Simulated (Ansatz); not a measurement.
**LiCaSc under changes of volume**

One of the cells (19.973 Å³/atom); the others are scaled copies at fixed shape and fractional positions:

```
Li Ca Sc
1.0
     4.00981    0.00000    0.00000
    -2.00490    3.47259    0.00000
     0.00000    0.00000    4.30319
Li Ca Sc
1 1 1
Direct
  0.00000 0.00000 0.50000
  0.66667 0.33333 0.00000
  0.33333 0.66667 0.50000
```

The cell was built by a generator and needn't be a form met in nature.

* Program: Ansatz 0.2.0
* Functional: PBE
* Potentials or basis: all-electron LAPW, scalar-relativistic
* Cutoff: 240 eV (chosen from the basis error)
* Basis error allowed: 0.001 eV/atom
* k mesh: 8 × 8 × 6
* Occupations: fermi-dirac, width 0.05 eV
* Spin: no spin polarisation

| volume (Å³/atom) | energy over the lowest point (meV/atom) | pressure (GPa) |
| --- | --- | --- |
| 18.775 | 245.19 | 20.4 |
| 19.174 | 196.36 | 19.0 |
| 19.574 | 151.05 | 17.6 |
| 19.973 | 108.97 | 16.3 |
| 20.373 | ? | ? |
| 20.772 | 33.63 | 14.0 |
| 21.172 | 0.00 | 13.0 |

Problem. What does the run at 20.373 Å³/atom give?

Solution. Energy over the lowest point 69.90 meV/atom; pressure 15.1 GPa.

Worked out: A Birch-Murnaghan fit of order 3 (a polynomial in V^(-2/3)) to the other rows has no minimum within the range. It gives 69.85 meV/atom at 20.373 Å³/atom, against the run's 69.90, and -dE/dV = 15.1 GPa, against 15.1.

Energies are extrapolated to zero smearing.
